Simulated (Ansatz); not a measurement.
**CH₃BOS: basis-set convergence**

How large a basis does CH₃BOS need? Two functionals are run in growing sets.

The runs use Ansatz 0.2.0, Gaussian basis; one geometry, several basis sets.

Plan: PBE0-D4/def2-SVP; ωB97M-V/def2-SVP; PBE0-D4/def2-QZVPP; ωB97M-V/def2-QZVPP; the functionals' def2-TZVPP values are taken from earlier runs.

### Step 1. The relaxed structure

The geometry comes from an earlier relaxation with PBE0-D4 in a triple-zeta def2 set; it is a stationary point, not always the lowest conformer.

SMILES `B1OCS1`, 7 atoms, charge 0, spin multiplicity 1.

Atoms are counted from 1 here; the program's logs count them from 0.

Bond lengths: B1–O2 1.369 Å, B1–S4 1.811 Å, B1–H5 1.188 Å, O2–C3 1.421 Å, C3–S4 1.836 Å, C3–H6 1.090 Å, C3–H7 1.090 Å. Angles: O2–B1–S4 99.3°, O2–B1–H5 126.5°, S4–B1–H5 134.2°, B1–O2–C3 95.5°, O2–C3–S4 96.2°, O2–C3–H6 111.4°, O2–C3–H7 111.4°, S4–C3–H6 112.8°, S4–C3–H7 112.8°, H6–C3–H7 111.5°, B1–S4–C3 69.0°.

### Step 2. PBE0-D4 in def2-SVP

in.yaml

```yaml
crystal:
  periodic: [false, false, false]
  atoms:
    - {symbol: B, position_ang: [-0.978183, 0.435431, -0.473644]}
    - {symbol: O, position_ang: [-0.307774, 0.575827, 0.712112]}
    - {symbol: C, position_ang: [0.743818, -0.321033, 0.381047]}
    - {symbol: S, position_ang: [0.123394, -0.745466, -1.294030]}
    - {symbol: H, position_ang: [-1.988830, 0.977642, -0.782599]}
    - {symbol: H, position_ang: [1.707403, 0.187915, 0.357434]}
    - {symbol: H, position_ang: [0.761470, -1.178316, 1.053979]}
basis:
  gaussian: {orbitals: def2-SVP}
hamiltonian: {xc: pbe0, dispersion: d4}
output: {orbitals: {seedname: orbitals}}
```

The run is started by

```
$ ansatz run in.yaml --threads 2 --pin off --events-out ev --progress --plain --max-ram 4352MiB
```

After this run come: ωB97M-V in def2-SVP; PBE0-D4 in def2-QZVPP; ωB97M-V in def2-QZVPP.

Before running them: what should the planned runs give, taken together? Wanted: PBE0-D4: double and triple zeta above quadruple; ωB97M-V: double and triple zeta above quadruple.

**Answer**, as computed:

```
                                       quantity          value
PBE0-D4: double and triple zeta above quadruple  8.64, 0.54 eV
ωB97M-V: double and triple zeta above quadruple  8.72, 0.51 eV
```

In words: For PBE0-D4 the step from double to triple zeta gains 8.09 eV and the next only 0.54 eV. These are total energies; as a rule much of such shifts cancels in differences, which this series doesn't test. The LUMO of ωB97M-V is positive and keeps falling with the basis (2.07 to 1.43 eV): an unbound level that the basis holds in place.
